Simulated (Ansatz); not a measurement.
# revPBE/def2-SVPD (core potential) run of SnSiH6 (SMILES [SiH3][SnH3])

What is the vertical electron affinity of SnSiH6 at revPBE/def2-SVPD (core potential)? 

The calculation is run with Ansatz 0.2.0.

45 further runs of the same task are left out: 45 set aside as unsound or not needed.

### Step 1. The system as given

SnSiH6: 8 atoms, total charge 0, spin state singlet. As SMILES, `[SiH3][SnH3]`. The shape is that of a PBE0-D4/def2-TZVP optimisation.

Bond lengths: Si1–Sn2 2.560 Å, Si1–H3 1.487 Å, Si1–H4 1.487 Å, Si1–H5 1.487 Å, Sn2–H6 1.708 Å, Sn2–H7 1.708 Å, Sn2–H8 1.708 Å. Some angles: Si1–Sn2–H6 110.7°, Si1–Sn2–H7 110.8°, Si1–Sn2–H8 110.8°, Sn2–Si1–H3 110.2°, Sn2–Si1–H4 110.2°, Sn2–Si1–H5 110.2°, H6–Sn2–H7 108.2°, H6–Sn2–H8 108.2°, H7–Sn2–H8 108.2°, H3–Si1–H4 108.8°.

### Step 2. A single-point energy at revPBE/def2-SVPD (core potential)

Contents of run.yaml:

```yaml
crystal:
  periodic: [false, false, false]
  atoms:
    - {symbol: Si, position_ang: [-0.621900, 0.121300, -1.152100]}
    - {symbol: Sn, position_ang: [0.611700, -0.129400, 1.077500]}
    - {symbol: H, position_ang: [-2.070400, 0.355200, -0.912500]}
    - {symbol: H, position_ang: [-0.465000, -1.112000, -1.967300]}
    - {symbol: H, position_ang: [-0.071600, 1.272400, -1.915300]}
    - {symbol: H, position_ang: [0.450400, 1.285900, 2.019300]}
    - {symbol: H, position_ang: [2.276200, -0.410700, 0.820500]}
    - {symbol: H, position_ang: [-0.017200, -1.439600, 1.974000]}
basis:
  gaussian:
    orbitals: def2-SVPD
output:
  orbitals: {seedname: orbitals}
hamiltonian:
  xc: {name: revPBE}
accuracy: high
```

Command:

```console
$ ansatz run run.yaml --threads 1 --pin off --max-ram 3480MiB --events-out events.jsonl --progress --plain --runs-dir runs
```

The program printed:

```text
Warning: RAYON_NUM_THREADS=1 ignored (pool sized by the plan → 1); use --threads N
Functional definition: revPBE
  name "revPBE"
  parameter kappa = 1.245
  parameter beta = 0.06672455060314922
  exchange = pbe_x(kappa = kappa, mu = beta*pi^2/3)
  correlation = pbe_c(beta = beta)
2258 factors; integrals over basis functions are off by at most 3.7e-9 eV
mean field evaluation 1: about -13802.0462 eV, gradient 1.6e1 eV
mean field evaluation 2: about -13802.6396 eV, gradient 1.1e1 eV
mean field evaluation 4: about -13803.0813 eV, gradient 2.5e-1 eV
mean field evaluation 8: about -13803.0750 eV, gradient 9.4e-3 eV
mean field evaluation 16: about -13803.0750 eV, gradient 8.6e-7 eV
mean field -13803.07503873 eV, -507.2536516129 hartree, gradient 1.8e-8 eV, S^2 0.000000; 0 other end points of the search recorded, 0 dependent functions left out
reference -13803.07504465 eV, -507.2536518305 hartree; 21, 21 occupied and 83, 83 virtual orbitals, 2258 factors
Total energy: -13803.07504465 eV, -507.2536518305 hartree
```

Wall time 9.3 s (1 thread of Intel Xeon Platinum 8259CL at 2.50GHz (Skylake/Cascade Lake), shared host); peak memory 0.31 GiB.

### Step 3. The doublet anion at the same level

Contents of job.yaml:

```yaml
crystal:
  periodic: [false, false, false]
  atoms:
    - symbol: Si
      position_ang: [-0.621900, 0.121300, -1.152100]
    - symbol: Sn
      position_ang: [0.611700, -0.129400, 1.077500]
    - symbol: H
      position_ang: [-2.070400, 0.355200, -0.912500]
    - symbol: H
      position_ang: [-0.465000, -1.112000, -1.967300]
    - symbol: H
      position_ang: [-0.071600, 1.272400, -1.915300]
    - symbol: H
      position_ang: [0.450400, 1.285900, 2.019300]
    - symbol: H
      position_ang: [2.276200, -0.410700, 0.820500]
    - symbol: H
      position_ang: [-0.017200, -1.439600, 1.974000]
basis:
  gaussian: {orbitals: def2-SVPD}
hamiltonian: {xc: {name: revPBE}}
accuracy: high
magnetization: {spin_polarized: true, initial_magnetization: 1}
output: {orbitals: {seedname: orbitals}}
total_charge: -1
```

Command:

```console
$ ansatz run job.yaml --threads 1 --pin off --max-ram 3480MiB --events-out events.jsonl --progress --plain --runs-dir runs
```

The program printed (excerpt; [...] marks lines left out):

```text
Warning: RAYON_NUM_THREADS=1 ignored (pool sized by the plan → 1); use --threads N
[... 6 set-up lines as earlier in the session ...]
2259 factors; integrals over basis functions are off by at most 3.7e-9 eV
mean field evaluation 1: about -13800.6924 eV, gradient 1.4e1 eV
mean field evaluation 2: about -13800.2251 eV, gradient 1.6e1 eV
mean field evaluation 4: about -13802.2077 eV, gradient 8.1e-1 eV
mean field evaluation 8: about -13802.2108 eV, gradient 3.7e-2 eV
mean field evaluation 16: about -13802.2109 eV, gradient 2.8e-4 eV
mean field evaluation 32: about -13800.5289 eV, gradient 3.0e0 eV
mean field -13802.21090051 eV, -507.2218951193 hartree, gradient 6.2e-8 eV, S^2 0.750996; 7 other end points of the search recorded, 0 dependent functions left out
reference -13802.21090611 eV, -507.2218953251 hartree; 22, 21 occupied and 82, 83 virtual orbitals, 2259 factors
Total energy: -13802.21090611 eV, -507.2218953251 hartree
```

Run time: 22 s. Hardware: 1 thread of Intel Xeon Platinum 8259CL at 2.50GHz (Skylake/Cascade Lake), shared host; peak memory 0.42 GiB.

### Step 4. Summary of results

At revPBE/def2-SVPD (core potential):

```
                                         quantity          value
                     singlet SnSiH6: total energy  -507.25365 Eh
                      singlet SnSiH6: HOMO energy       -6.94 eV
                      singlet SnSiH6: LUMO energy       -0.92 eV
                    singlet SnSiH6: HOMO–LUMO gap        6.02 eV
                      doublet anion: total energy  -507.22190 Eh
doublet anion: HOMO energy (highest over α and β)        2.46 eV
 doublet anion: LUMO energy (lowest over α and β)        2.88 eV
                              doublet anion: ⟨S²⟩          0.751
vertical electron affinity (to the doublet anion)      -0.864 eV
```

What this shows: The anion lies 0.86 eV (83.4 kJ/mol) above the neutral: the electron isn't bound at this level, and such a value depends on the basis. The HOMO (doublet anion) lies at positive energy, 2.46 eV, as semi-local functionals often give for anions; only total energies tell whether the electron is bound.
